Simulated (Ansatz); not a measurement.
# BCl2: the cost of one run

Program: Ansatz 0.2.0. Level of theory: DFT PBE, scalar-relativistic, plane waves, PAW. These are calculated values, not measurements.

## Step 1: The system as given

It takes space group P4/mmm (No. 123, tetragonal). Conventional cell: a = 5.690 Å, b = 5.690 Å, c = 14.000 Å, α = 90.00°, β = 90.00°, γ = 90.00°. B (site symmetry 4/mmm) is surrounded by 4 Cl at 2.84 Å. Cl (site symmetry mmm) has 2 B at 2.84 Å as nearest neighbours.

Structure file:

```cif
data_structure
_symmetry_space_group_name_H-M 'P4/mmm'
_symmetry_Int_Tables_number 123
_cell_length_a 5.6896
_cell_length_b 5.6896
_cell_length_c 14.0000
_cell_angle_alpha 90.000
_cell_angle_beta 90.000
_cell_angle_gamma 90.000
_cell_volume 453.21
loop_
_atom_site_label
_atom_site_type_symbol
_atom_site_symmetry_multiplicity
_atom_site_Wyckoff_symbol
_atom_site_fract_x
_atom_site_fract_y
_atom_site_fract_z
_atom_site_occupancy
B1 B 1 d 0.50000 0.50000 0.50000 1
Cl1 Cl 2 e 0.50000 0.00000 0.50000 1
```

A structure generator made this guess: random sheet by layer group and Wyckoff sites. Its size is a rough estimate.

It is a sheet, periodic along a and b, with vacuum along c; volumes and pressures of the box carry no meaning, and space groups named for it are those of the box.

## Step 2: A first look at the guess

File input.yaml:

```yaml
crystal:
  lattice:
    - [5.689634, 0.0, 0.0]
    - [0.0, 5.689634, 0.0]
    - [0.0, 0.0, 14.0]
  atoms:
    - { symbol: B, position: [0.5, 0.5, 0.5] }
    - { symbol: Cl, position: [0.5, 0.0, 0.5] }
    - { symbol: Cl, position: [0.0, 0.5, 0.5] }
  periodic: [true, true, false]
basis:
  ecutwfc: 420
kpoints:
  mp_grid: { grid: [4, 4, 1] }
hamiltonian:
  xc: pbe
scf:
  occupations: { method: gaussian, width: 0.1 }
  lower_state_search: "off"
output:
  forces: true
  stress: true
  eigenvalues: true
```

Started as:

```console
> ansatz run input.yaml --threads 1 --pin off --max-ram 2048MiB --backend cpu --events-out ev --progress --plain --runs-dir out
```

Q: Estimate wall time and peak memory on 1 thread of Arm Neoverse N1, shared host.

About 8.8 s, with a peak of 0.6 GiB.
